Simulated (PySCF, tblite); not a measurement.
# C₅H₉FSSi₂: geometry, infrared bands and NMR shifts

Aim: predict the infrared bands and NMR shifts of C₅H₉FSSi₂ (`CC#C[Si@@H]1C[Si@H](F)CS1`).

The runs use tblite 0.8.0 and PySCF 2.14.0, with density-fitted response routines of our own; the level of theory stands in each step. All values are computed, except where a source is named. Atoms count from 0, in the outputs and in this text.

## Step 1: The starting structure

18 atoms, charge 0, multiplicity 1; geometry from: force field or distance geometry start.

Bonds of the start (Å): C0–C1 1.48, C1–C2 1.18, C2–Si3 1.88, Si3–C4 1.87, C4–Si5 1.87, Si5–F6 1.60, Si5–C7 1.85, C7–S8 1.82, S8–Si3 2.16, C0–H9 1.09, C0–H10 1.09, C0–H11 1.09, Si3–H12 1.47, C4–H13 1.09, C4–H14 1.08, Si5–H15 1.48, C7–H16 1.10, C7–H17 1.10.

## Step 2: Relaxing the molecule with GFN2-xTB

The job: settings as JSON, then the geometry in Å.

```
{"job": {"kind": "relax", "xc": "GFN2-xTB", "basis": "xTB"}, "charge": 0, "multiplicity": 1}
C      4.173300    -0.839200    -0.251800
C      2.798500    -0.300800    -0.341300
C      1.694200     0.123700    -0.400800
Si    -0.055300     0.796600    -0.528100
C     -0.964900     0.721900     1.102100
Si    -2.706200     0.519000     0.465300
F     -3.609800    -0.020300     1.668300
C     -2.686900    -0.720000    -0.906300
S     -1.168100    -0.461800    -1.884600
H      4.291300    -1.678300    -0.934400
H      4.382600    -1.189800     0.759600
H      4.894400    -0.070400    -0.509400
H     -0.080200     2.171000    -1.050700
H     -0.829700     1.628200     1.690700
H     -0.664000    -0.131000     1.696500
H     -3.239800     1.831600     0.028200
H     -3.564800    -0.623600    -1.558800
H     -2.673200    -1.750500    -0.516000
```

Run with:

```bash
> OMP_NUM_THREADS=1 python probes_run.py task.json out
```

The driver reads the jobs from task.json and runs them one after another.

**Question.** This job is followed by: GFN2-xTB harmonic vibrations, gas phase; GIAO PBE0/pcSseg-1 NMR shielding, non-relativistic, gas phase. Predict these results of the whole session: strongest single infrared mode (GFN2-xTB); zero-point energy (GFN2-xTB); 13C shifts against TMS (PBE0/pcSseg-1); 1H shifts against TMS (PBE0/pcSseg-1, means over atoms taken as alike); 29Si shifts against TMS (PBE0/pcSseg-1); 19F shifts against CFCl3 (PBE0/pcSseg-1); 33S shifts against CS2 (PBE0/pcSseg-1); surface potential, 1st and 99th percentile.

As calculated:

```
                                                              quantity                                         value
                             strongest single infrared mode (GFN2-xTB)                         2297 cm⁻¹, 299 km/mol
                                          zero-point energy (GFN2-xTB)                                 76.5 kcal/mol
                                13C shifts against TMS (PBE0/pcSseg-1)               115.7, 86.0, 16.9, 6.0, 0.3 ppm
1H shifts against TMS (PBE0/pcSseg-1, means over atoms taken as alike)  5.25, 5.17, 2.37, 2.13, 2.11, 0.34, 0.32 ppm
                               29Si shifts against TMS (PBE0/pcSseg-1)                               30.4, -20.9 ppm
                              19F shifts against CFCl3 (PBE0/pcSseg-1)                                    -193.5 ppm
                                33S shifts against CS2 (PBE0/pcSseg-1)                                      -149 ppm
                                 surface potential, 1st and 99th percentile                            -1.08 V and 1.12 V
```

**Reading.** The optimisation took 148 steps and gained 0.260 eV; among the close pairs (by a distance rule), Si5–C7 changed most, from 1.848 to 1.901 Å. The lowest mode is imaginary (25i cm⁻¹), so the xTB geometry is not a minimum. The strongest single mode, at 2297 cm⁻¹, moves mainly H12. Unscaled tight-binding wavenumbers are off by several per cent, some by more. Its intensities can rank the bands wrongly.
